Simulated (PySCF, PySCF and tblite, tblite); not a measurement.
**C₆H₅BSe: a path driven as rotation about a bond, and NMR exchange**

How fast is rotation about a bond in C₆H₅BSe (`C#CBc1cc[se]c1`), and when do the exchanging lines merge?

Computed with tblite 0.8.0 (tight binding) and PySCF 2.14.0 (DFT, with response routines of our own); each step states its level. Atoms count from 0 throughout.

## (1) The molecule as given

13 atoms, charge 0, multiplicity 1; geometry from: force field or distance geometry start.

Bonds of the start (Å): B2–C3 1.58, B2–H9 1.19, C0–C1 1.21, C0–H8 1.07, C1–B2 1.55, C3–C4 1.36, C3–C7 1.37, C4–C5 1.35, C4–H10 1.11, C5–H11 1.09, C5–Se6 1.90, C7–H12 1.08, Se6–C7 1.81.

## (2) GFN2-xTB relaxation, start minimum

What the job is given:

```
{"job": {"xc": "GFN2-xTB", "basis": "xTB", "kind": "relax"}, "charge": 0, "multiplicity": 1}
C     -2.942900    -0.956900     0.846500
C     -2.207400    -0.323200     0.126700
B     -1.209300     0.466800    -0.758900
C      0.309200     0.483300    -0.337600
C      0.957600    -0.643700     0.066300
C      2.261500    -0.512600     0.403900
Se     2.737000     1.313800     0.204000
C      1.038600     1.639700    -0.331000
H     -3.617500    -1.495700     1.470100
H     -1.368200     0.360900    -1.936300
H      0.453900    -1.635000     0.095400
H      2.917300    -1.310800     0.739200
H      0.665800     2.613900    -0.606000
```

The run is started by

```sh
OMP_NUM_THREADS=1 python ens_run.py task.json out
```

One launch serves the whole session.

What it wrote:

```text
step      E/eV     max force
  0    -535.11712    3.504
  1    -535.34228    1.654
  2    -535.40931    2.373
  3    -535.50037    0.732
  4    -535.52487    0.530
  5    -535.54756    0.409
  6    -535.55747    0.314
  7    -535.56610    0.270
  8    -535.57480    0.317
  9    -535.58578    0.382
 10    -535.59462    0.272
 11    -535.60136    0.184
 12    -535.60692    0.214
 13    -535.61316    0.242
 14    -535.62000    0.235
 15    -535.62629    0.228
 16    -535.63284    0.241
 17    -535.64097    0.246
 18    -535.64931    0.254
 19    -535.65572    0.196
 20    -535.66037    0.191
 21    -535.66441    0.200
 22    -535.66825    0.172
 23    -535.67193    0.176
 24    -535.67462    0.217
 25    -535.67754    0.205
 26    -535.68029    0.166
 27    -535.68440    0.166
 28    -535.68645    0.165
 29    -535.68955    0.123
 30    -535.69161    0.136
 31    -535.69358    0.129
 32    -535.69539    0.139
 33    -535.69737    0.133
 34    -535.69897    0.127
 35    -535.70008    0.081
 36    -535.70092    0.102
 37    -535.70198    0.119
 38    -535.70341    0.130
 39    -535.70489    0.118
 40    -535.70612    0.092
 41    -535.70739    0.095
 42    -535.70936    0.154
 43    -535.71232    0.201
 44    -535.71571    0.175
 45    -535.71882    0.137
 46    -535.72181    0.145
 47    -535.72556    0.221
 48    -535.73045    0.287
 49    -535.73547    0.314
 50    -535.73687    0.474
 51    -535.74278    0.148
 52    -535.74499    0.329
 53    -535.74893    0.173
 54    -535.75269    0.151
 55    -535.75441    0.153
 56    -535.75688    0.188
 57    -535.75981    0.126
 58    -535.76307    0.131
 59    -535.76528    0.160
 60    -535.76692    0.161
 61    -535.76832    0.126
 62    -535.77049    0.152
 63    -535.77363    0.206
 64    -535.77616    0.240
 65    -535.77776    0.193
 66    -535.77889    0.153
 67    -535.77977    0.059
 68    -535.78022    0.080
 69    -535.78076    0.067
 70    -535.78119    0.041
 71    -535.78160    0.034
 72    -535.78173    0.047
 73    -535.78178    0.016
 74    -535.78180    0.014
 75    -535.78183    0.012
 76    -535.78186    0.012
 77    -535.78188    0.015
 78    -535.78189    0.013
 79    -535.78191    0.008
 80    -535.78192    0.011
 81    -535.78193    0.014
 82    -535.78195    0.014
 83    -535.78197    0.013
 84    -535.78199    0.013
 85    -535.78200    0.012
 86    -535.78203    0.015
 87    -535.78206    0.022
 88    -535.78211    0.021
 89    -535.78216    0.017
 90    -535.78220    0.012
 91    -535.78222    0.017
 92    -535.78224    0.019
 93    -535.78226    0.017
 94    -535.78228    0.010
 95    -535.78229    0.010
 96    -535.78230    0.008
 97    -535.78231    0.008
 98    -535.78232    0.006
 99    -535.78232    0.006
100    -535.78233    0.007
101    -535.78234    0.009
102    -535.78234    0.007
103    -535.78234    0.002
```

Run time: 0.52 s. Hardware: 1 thread of Arm Neoverse V2, shared host.

Gain 0.665 eV; displacement 0.64 Å root mean square.

## (3) Relaxed scan, rotation

What the job is given:

```
{"job": {"xc": "GFN2-xTB", "basis": "xTB", "coordinate": [["t", [1, 2, 3, 4], 0.25], ["t", [1, 2, 3, 7], 0.25], ["t", [9, 2, 3, 4], 0.25], ["t", [9, 2, 3, 7], 0.25]], "kind": "drive"}, "charge": 0, "multiplicity": 1}
C     -2.902371    -1.301499     0.516611
C     -2.177397    -0.447233     0.069998
B     -1.271109     0.616580    -0.485631
C      0.252200     0.498983    -0.277481
C      0.901274    -0.568478     0.421714
C      2.248821    -0.487159     0.494288
Se     2.906600     1.031297    -0.357639
C      1.148121     1.425421    -0.752727
H     -3.538887    -2.044325     0.904326
H     -1.727399     1.524219    -1.070728
H      0.339253    -1.378158     0.856654
H      2.917010    -1.182164     0.971225
H      0.899495     2.313003    -1.308338
```

What it wrote:

```text
point  coordinate     E/eV
  0    104.700     -535.77016
  1    119.600     -535.73623
  2    134.500     -535.68597
  3    149.500     -535.63125
  4    164.700     -535.58797
  5    180.000     -535.57160
  6    195.200     -535.58909
  7    210.400     -535.63307
  8    225.400     -535.68769
  9    240.300     -535.73675
 10    255.100     -535.76929
 11    269.900     -535.78078
```

It took 2.9 s on 1 thread of Arm Neoverse V2, shared host.

The highest point is number 5, 4.6 kcal/mol above the first.

## (4) Nudged elastic band, leg 1

Changed since step 3:

```diff
@@ -1,2 +1,2 @@
-{"job": {"xc": "GFN2-xTB", "basis": "xTB", "coordinate": [["t", [1, 2, 3, 4], 0.25], ["t", [1, 2, 3, 7], 0.25], ["t", [9, 2, 3, 4], 0.25], ["t", [9, 2, 3, 7], 0.25]], "kind": "drive"}, "charge": 0, "multiplicity": 1}
+{"job": {"xc": "GFN2-xTB", "basis": "xTB", "kind": "neb"}, "charge": 0, "multiplicity": 1}
 C     -2.902371    -1.301499     0.516611
```

What it wrote:

```text
image   E - E0 / eV
  0       0.0000
  1       0.0454
  2       0.1542
  3       0.2111
  4       0.1376
  5       0.0399
  6       0.0013
```

It took 1.6 s on 1 thread of Arm Neoverse V2, shared host.

The highest point is number 3, 4.9 kcal/mol above the first.

## (5) Saddle search, leg 1

What the job is given:

```
{"job": {"xc": "GFN2-xTB", "basis": "xTB", "kind": "saddle"}, "charge": 0, "multiplicity": 1}
C     -3.097457    -0.474716     0.907293
C     -2.251187    -0.242309     0.079618
B     -1.159643     0.005312    -0.918702
C      0.282780     0.265987    -0.380219
C      1.214278    -0.797033    -0.180020
C      2.420395    -0.427841     0.317293
Se     2.534306     1.397441     0.602285
C      0.785438     1.479520    -0.025395
H     -3.839225    -0.684195     1.624082
H     -1.378144    -0.046969    -2.068918
H      0.968043    -1.820285    -0.411261
H      3.249392    -1.077915     0.533860
H      0.271024     2.423001    -0.079916
```

What it wrote:

```text
step      E/eV     max force
  0    -535.57123   0.0551
  1    -535.57208   0.0436
  2    -535.57215   0.0045
  3    -535.57215   0.0014
lowest wavenumbers (cm-1): -86.7 65.6 160.9 199.9 227.2 325.2
```

Wall time 1.6 s (1 thread of Arm Neoverse V2, shared host).

Point group C1; 1 imaginary mode, 87i cm⁻¹, carried by B2, H9, C0, C4. Steps downhill from it reached both ends.

## (6) Shieldings, start: PBE0/pcSseg-1

What the job is given:

```
{"job": {"kind": "nmr", "xc": "PBE0", "basis": "pcSseg-1", "pop": false}, "charge": 0, "multiplicity": 1}
C     -2.902371    -1.301499     0.516611
C     -2.177397    -0.447233     0.069998
B     -1.271109     0.616580    -0.485631
C      0.252200     0.498983    -0.277481
C      0.901274    -0.568478     0.421714
C      2.248821    -0.487159     0.494288
Se     2.906600     1.031297    -0.357639
C      1.148121     1.425421    -0.752727
H     -3.538887    -2.044325     0.904326
H     -1.727399     1.524219    -1.070728
H      0.339253    -1.378158     0.856654
H      2.917010    -1.182164     0.971225
H      0.899495     2.313003    -1.308338
```

What it wrote:

```text
coarse grid: 55952 points
cycle   1  E = -2657.0065328475  dE =  3.053e-01  |g| = 8.263e-01  |ddm| = 3.770e+00
cycle   2  E = -2656.8982028904  dE =  1.083e-01  |g| = 9.100e-01  |ddm| = 1.368e+00
cycle   3  E = -2657.0432703046  dE = -1.451e-01  |g| = 3.630e-01  |ddm| = 1.184e+00
cycle   4  E = -2657.0782962173  dE = -3.503e-02  |g| = 1.045e-01  |ddm| = 3.749e-01
cycle   5  E = -2657.0805001608  dE = -2.204e-03  |g| = 3.859e-02  |ddm| = 1.058e-01
cycle   6  E = -2657.0809155596  dE = -4.154e-04  |g| = 8.373e-03  |ddm| = 4.067e-02
cycle   7  E = -2657.0809311016  dE = -1.554e-05  |g| = 2.841e-03  |ddm| = 8.792e-03
cycle   8  E = -2657.0809331432  dE = -2.042e-06  |g| = 9.291e-04  |ddm| = 3.072e-03
final grid: 118392 points
cycle   9  E = -2657.0809162850  dE =  3.577e-07  |g| = 1.511e-03  |ddm| = 2.846e-03
cycle  10  E = -2657.0809147239  dE =  1.561e-06  |g| = 2.808e-03  |ddm| = 3.934e-03
cycle  11  E = -2657.0809169006  dE = -2.177e-06  |g| = 3.395e-04  |ddm| = 2.582e-03
cycle  12  E = -2657.0809169305  dE = -2.996e-08  |g| = 6.626e-05  |ddm| = 3.208e-04
cycle  13  E = -2657.0809169317  dE = -1.164e-09  |g| = 1.206e-05  |ddm| = 5.790e-05
cycle  14  E = -2657.0809169317  dE = -2.183e-11  |g| = 5.670e-06  |ddm| = 1.529e-05
converged SCF energy = -2657.0809169317

GIAO shielding tensors (ppm)
atom      isotropic    diamagn.    paramagn.     s11        s22        s33       span
  0 C       59.780     261.204    -201.424      4.718     21.283    153.341    148.623
  1 C       86.285     254.789    -168.504    -19.595    -13.240    291.690    311.285
  2 B       51.722     193.961    -142.239      6.180     25.211    123.775    117.595
  3 C       29.879     252.858    -222.980    -67.994      2.012    155.617    223.612
  4 C       43.997     250.892    -206.896    -44.587     35.247    141.329    185.916
  5 C       46.832     255.632    -208.800    -43.402     48.122    135.774    179.176
  6 Se    1102.853    2997.521   -1894.668    756.091   1228.323   1324.145    568.054
  7 C       16.823     253.096    -236.273    -87.076      6.094    131.452    218.528
  8 H       27.442      33.162      -5.720     24.238     25.462     32.626      8.387
  9 H       25.454      28.481      -3.027     23.621     24.192     28.550      4.928
 10 H       23.483      32.390      -8.907     19.401     22.120     28.929      9.528
 11 H       24.070      30.551      -6.481     20.735     23.501     27.975      7.240
 12 H       22.995      30.437      -7.442     20.544     20.740     27.702      7.158
```

Run time: 20 s. Hardware: 1 thread of Arm Neoverse V2, shared host; peak memory 0.97 GiB.

In short: HOMO -7.17 eV, LUMO -2.24 eV; dipole 1.14 D.

## (7) Shieldings, saddle of leg 1: PBE0/pcSseg-1

What the job is given:

```
{"job": {"kind": "nmr", "xc": "PBE0", "basis": "pcSseg-1", "pop": false}, "charge": 0, "multiplicity": 1}
C     -3.122753    -0.496782     0.897228
C     -2.254876    -0.269339     0.090249
B     -1.161254     0.011298    -0.896735
C      0.286596     0.257810    -0.364081
C      1.220605    -0.802821    -0.162007
C      2.435549    -0.425832     0.307844
Se     2.553078     1.403479     0.567366
C      0.796641     1.476837    -0.038776
H     -3.883655    -0.694861     1.596532
H     -1.392111     0.023039    -2.046141
H      0.970693    -1.830539    -0.370011
H      3.267813    -1.072558     0.522077
H      0.283674     2.420268    -0.103545
```

What it wrote:

```text
coarse grid: 55952 points
cycle   1  E = -2656.9964289445  dE =  3.069e-01  |g| = 8.127e-01  |ddm| = 3.764e+00
cycle   2  E = -2656.9184578270  dE =  7.797e-02  |g| = 8.357e-01  |ddm| = 1.205e+00
cycle   3  E = -2657.0292188158  dE = -1.108e-01  |g| = 3.468e-01  |ddm| = 1.043e+00
cycle   4  E = -2657.0611667851  dE = -3.195e-02  |g| = 1.026e-01  |ddm| = 3.736e-01
cycle   5  E = -2657.0634719434  dE = -2.305e-03  |g| = 3.437e-02  |ddm| = 9.354e-02
cycle   6  E = -2657.0637979216  dE = -3.260e-04  |g| = 8.197e-03  |ddm| = 3.840e-02
cycle   7  E = -2657.0638134382  dE = -1.552e-05  |g| = 2.893e-03  |ddm| = 8.546e-03
cycle   8  E = -2657.0638154102  dE = -1.972e-06  |g| = 9.093e-04  |ddm| = 2.825e-03
final grid: 118392 points
cycle   9  E = -2657.0638440458  dE =  3.607e-07  |g| = 1.501e-03  |ddm| = 2.652e-03
cycle  10  E = -2657.0638424597  dE =  1.586e-06  |g| = 2.831e-03  |ddm| = 3.857e-03
cycle  11  E = -2657.0638446404  dE = -2.181e-06  |g| = 3.354e-04  |ddm| = 2.564e-03
cycle  12  E = -2657.0638446682  dE = -2.785e-08  |g| = 6.792e-05  |ddm| = 2.976e-04
cycle  13  E = -2657.0638446695  dE = -1.243e-09  |g| = 1.101e-05  |ddm| = 6.238e-05
cycle  14  E = -2657.0638446695  dE = -1.955e-11  |g| = 5.759e-06  |ddm| = 1.582e-05
converged SCF energy = -2657.0638446695

GIAO shielding tensors (ppm)
atom      isotropic    diamagn.    paramagn.     s11        s22        s33       span
  0 C       45.748     261.550    -215.802      0.306     28.162    108.775    108.469
  1 C       86.821     253.881    -167.060    -17.333    -15.683    293.480    310.814
  2 B       29.293     191.218    -161.924    -42.072      1.776    128.176    170.247
  3 C       32.279     254.898    -222.619    -40.821     10.012    127.645    168.467
  4 C       56.898     250.679    -193.781    -26.323     48.858    148.159    174.482
  5 C       44.988     256.180    -211.192    -50.302     43.728    141.538    191.840
  6 Se    1140.240    2997.696   -1857.456    750.925   1301.944   1367.851    616.925
  7 C       52.237     252.941    -200.704    -35.357     48.814    143.252    178.609
  8 H       26.513      33.047      -6.534     24.829     25.048     29.661      4.832
  9 H       24.123      27.631      -3.508     20.138     25.782     26.450      6.312
 10 H       24.764      31.024      -6.260     21.430     24.536     28.326      6.896
 11 H       23.943      30.183      -6.239     21.058     22.778     27.994      6.936
 12 H       24.650      30.864      -6.214     21.337     23.695     28.917      7.580
```

It took 20 s on 1 thread of Arm Neoverse V2, shared host; peak memory 0.99 GiB.

This run: HOMO -6.78 eV, LUMO -2.32 eV; dipole 1.04 D.

## (8) Shieldings, end: PBE0/pcSseg-1

What the job is given:

```
{"job": {"kind": "nmr", "xc": "PBE0", "basis": "pcSseg-1", "pop": false}, "charge": 0, "multiplicity": 1}
C     -3.319525     0.479978     0.529726
C     -2.331796    -0.030838     0.062663
B     -1.105647    -0.676502    -0.523121
C      0.292412    -0.148820    -0.142447
C      1.525050    -0.685150    -0.634096
C      2.648273    -0.085482    -0.178317
Se     2.271292     1.309782     0.994217
C      0.494180     0.901069     0.720703
H     -4.183011     0.923959     0.935452
H     -1.224241    -1.578228    -1.263077
H      1.548451    -1.513086    -1.323065
H      3.664381    -0.337370    -0.425719
H     -0.282161     1.460338     1.213528
```

What it wrote:

```text
coarse grid: 55952 points
cycle   1  E = -2657.0070180199  dE =  3.048e-01  |g| = 8.251e-01  |ddm| = 3.786e+00
cycle   2  E = -2656.9082886336  dE =  9.873e-02  |g| = 8.898e-01  |ddm| = 1.336e+00
cycle   3  E = -2657.0435273392  dE = -1.352e-01  |g| = 3.575e-01  |ddm| = 1.139e+00
cycle   4  E = -2657.0779740123  dE = -3.445e-02  |g| = 1.034e-01  |ddm| = 3.750e-01
cycle   5  E = -2657.0801849276  dE = -2.211e-03  |g| = 3.725e-02  |ddm| = 1.023e-01
cycle   6  E = -2657.0805670026  dE = -3.821e-04  |g| = 8.167e-03  |ddm| = 4.128e-02
cycle   7  E = -2657.0805821159  dE = -1.511e-05  |g| = 2.917e-03  |ddm| = 9.493e-03
cycle   8  E = -2657.0805842813  dE = -2.165e-06  |g| = 9.015e-04  |ddm| = 3.047e-03
final grid: 118392 points
cycle   9  E = -2657.0806073004  dE =  3.234e-07  |g| = 1.448e-03  |ddm| = 2.313e-03
cycle  10  E = -2657.0806059590  dE =  1.341e-06  |g| = 2.657e-03  |ddm| = 3.554e-03
cycle  11  E = -2657.0806078463  dE = -1.887e-06  |g| = 3.188e-04  |ddm| = 2.361e-03
cycle  12  E = -2657.0806078726  dE = -2.630e-08  |g| = 6.447e-05  |ddm| = 2.999e-04
cycle  13  E = -2657.0806078737  dE = -1.105e-09  |g| = 1.103e-05  |ddm| = 6.029e-05
cycle  14  E = -2657.0806078737  dE = -5.411e-11  |g| = 5.338e-06  |ddm| = 1.441e-05
converged SCF energy = -2657.0806078737

GIAO shielding tensors (ppm)
atom      isotropic    diamagn.    paramagn.     s11        s22        s33       span
  0 C       60.994     261.215    -200.220      6.438     20.020    156.526    150.088
  1 C       87.299     254.583    -167.284    -18.039    -12.889    292.825    310.864
  2 B       51.980     193.967    -141.986      4.163     27.742    124.037    119.874
  3 C       30.587     252.960    -222.374    -68.820      4.059    156.521    225.341
  4 C       42.424     249.498    -207.075    -44.156     33.997    137.430    181.586
  5 C       46.068     257.084    -211.016    -44.154     47.235    135.123    179.277
  6 Se    1114.012    2997.482   -1883.470    747.996   1231.181   1362.858    614.861
  7 C       18.625     254.058    -235.433    -85.976      7.684    134.168    220.144
  8 H       27.544      33.146      -5.602     24.245     25.546     32.840      8.595
  9 H       25.359      28.699      -3.339     23.984     24.158     27.936      3.953
 10 H       23.879      30.343      -6.465     20.760     23.412     27.463      6.703
 11 H       24.054      30.079      -6.025     20.809     23.249     28.104      7.296
 12 H       22.513      31.973      -9.460     19.132     19.197     29.210     10.078
```

It took 20 s on 1 thread of Arm Neoverse V2, shared host; peak memory 1 GiB.

This run: HOMO -7.15 eV, LUMO -2.23 eV; dipole 1.20 D.

## (9) Kinetics and line shapes

What the job is given:

```
{"job": {"smiles": "C#CBc1cc[se]c1", "charge": 0, "mult": 1, "motion": "rotation", "what": "aryl or vinyl borane", "atoms": [2, 3], "drives": [{"terms": [["t", [1, 2, 3, 4], 0.25], ["t", [1, 2, 3, 7], 0.25], ["t", [9, 2, 3, 4], 0.25], ["t", [9, 2, 3, 7], 0.25]], "by": 180, "n": 12}], "study": "path", "level": {"kind": "nmr", "xc": "PBE0", "basis": "pcSseg-1"}, "fields": [90, 250, 700], "first": 4, "seed": 654, "kind": "path"}, "charge": 0, "multiplicity": 1}
C     -2.902371    -1.301499     0.516611
C     -2.177397    -0.447233     0.069998
B     -1.271109     0.616580    -0.485631
C      0.252200     0.498983    -0.277481
C      0.901274    -0.568478     0.421714
C      2.248821    -0.487159     0.494288
Se     2.906600     1.031297    -0.357639
C      1.148121     1.425421    -0.752727
H     -3.538887    -2.044325     0.904326
H     -1.727399     1.524219    -1.070728
H      0.339253    -1.378158     0.856654
H      2.917010    -1.182164     0.971225
H      0.899495     2.313003    -1.308338
```

What it wrote:

```text
stationary points (kcal/mol above the start)
  n  kind          group   xTB      DFT    lowest mode
  0  minimum      Cs       0.00     0.00      45.9
  1  saddle       C1       4.85    10.82     -86.7
  2  minimum      Cs       0.03     0.18      57.3

GFN2-xTB energies: T/K, barrier G, reaction G (kcal/mol), k forward, k back (1/s)
 150.00     4.50    -0.00   1.73e+06    1.7e+06
 200.00     4.56    -0.01   8.59e+07   8.34e+07
 250.00     4.64    -0.02   9.23e+08   8.89e+08
 298.15     4.71    -0.02   4.36e+09   4.18e+09
 350.00     4.80    -0.03   1.46e+10   1.39e+10
 400.00     4.90    -0.04    3.5e+10   3.34e+10
 500.00     5.11    -0.05   1.22e+11   1.16e+11

PBE0/pcSseg-1 + D3(BJ) energies: T/K, barrier G, reaction G (kcal/mol), k forward, k back (1/s)
 150.00    10.47     0.15    0.00343    0.00558
 200.00    10.54     0.14       25.5       36.1
 250.00    10.61     0.13   5.54e+03   7.21e+03
 298.15    10.69     0.12   1.82e+05   2.25e+05
 350.00    10.78     0.12   2.72e+06   3.22e+06
 400.00    10.87     0.11   1.91e+07    2.2e+07
 500.00    11.08     0.10   2.98e+08   3.31e+08
```

It took 70 s on 1 thread of Arm Neoverse V2, shared host; peak memory 1 GiB. This counts the whole study up to here.

Barriers by level (kcal/mol; entropies in cal/(mol K)). Zero-point and thermal terms come from xTB in every row. ΔG‡ leaves symmetry out; the rate counts equivalent paths (a factor of 2); effective ΔG‡, where given, is the barrier that would give that rate by Eyring's equation alone:

```tsv
level	ΔE‡	with zero-point	ΔH‡	ΔS‡	ΔG‡ (298 K)	ΔE of reaction	k at 298 K (1/s)	effective ΔG‡
GFN2-xTB	4.85	4.39	4.02	-2.3	4.71	0.03	4.4e+09	4.30
PBE0/pcSseg-1 + D3(BJ)	10.82	10.36	9.99	-2.3	10.69	0.18	1.8e+05	10.28
```

Sites that the driver pairs across this motion, and where their lines would merge (no couplings; faster rotations or exchange between molecules can average them sooner):

```tsv
nucleus	sites: shielding (ppm)	proton frequency (MHz)	spread (Hz)	coalescence (K)	lines at 298 K
77Se	Se6: 1103; Se6 (end): 1114	700	1496	240	–
1H	H12: 23.00; H12 (end): 22.51	700	338	225	–
13C	C7: 16.8; C7 (end): 18.6	700	317	224	–
13C	C4: 44.0; C4 (end): 42.4	700	277	223	–
1H	H10: 23.48; H10 (end): 23.88	700	277	223	–
13C	C0: 59.8; C0 (end): 61.0	700	214	221	–
13C	C1: 86.3; C1 (end): 87.3	700	179	219	–
13C	C5: 46.8; C5 (end): 46.1	700	134	216	–
```

Rows that set an atom against itself at the end compare its shielding in the two forms.

[end of part 1 of 2]
